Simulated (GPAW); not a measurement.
KTaO3:

```
Ta K O
1.0
     3.98830    0.00000    0.00000
     0.00000    3.98830    0.00000
     0.00000    0.00000    3.98830
Ta K O
1 1 3
Direct
  0.00000 0.00000 0.00000
  0.50000 0.50000 0.50000
  0.00000 0.00000 0.50000
  0.00000 0.50000 0.00000
  0.50000 0.00000 0.00000
```

Base run:

| Quantity | Value |
| --- | --- |
| Program | GPAW 26.7.0 |
| Functional | PBEsol |
| Potentials or basis | PAW data sets generated in the run's folder for this functional |
| Cutoff | 800 eV |
| Basis | pw |
| k mesh | 7 × 7 × 7 |
| Occupations | fermi-dirac, width 0.05 eV |
| Spin | no spin polarisation |
| Hubbard terms | Ta d U = 8 eV |

Its results: band gap on the k mesh 3.92 eV, indirect (least direct gap 4.63 eV); pressure 7.2 GPa.

**Question.** After a change of settings the same cell gave: band gap on the k mesh 2.31 eV, indirect (least direct gap 2.90 eV); pressure 0.7 GPa. Which change was it?
A. hubbard terms from Ta d U = 8 eV to Ta d U = 1 eV
B. hubbard terms from Ta d U = 8 eV to Ta d U = 6 eV
C. hubbard terms from Ta d U = 8 eV to none

**Answer.** A.

Caveats: spin-orbit coupling is left out, which moves the levels of the heavy elements.
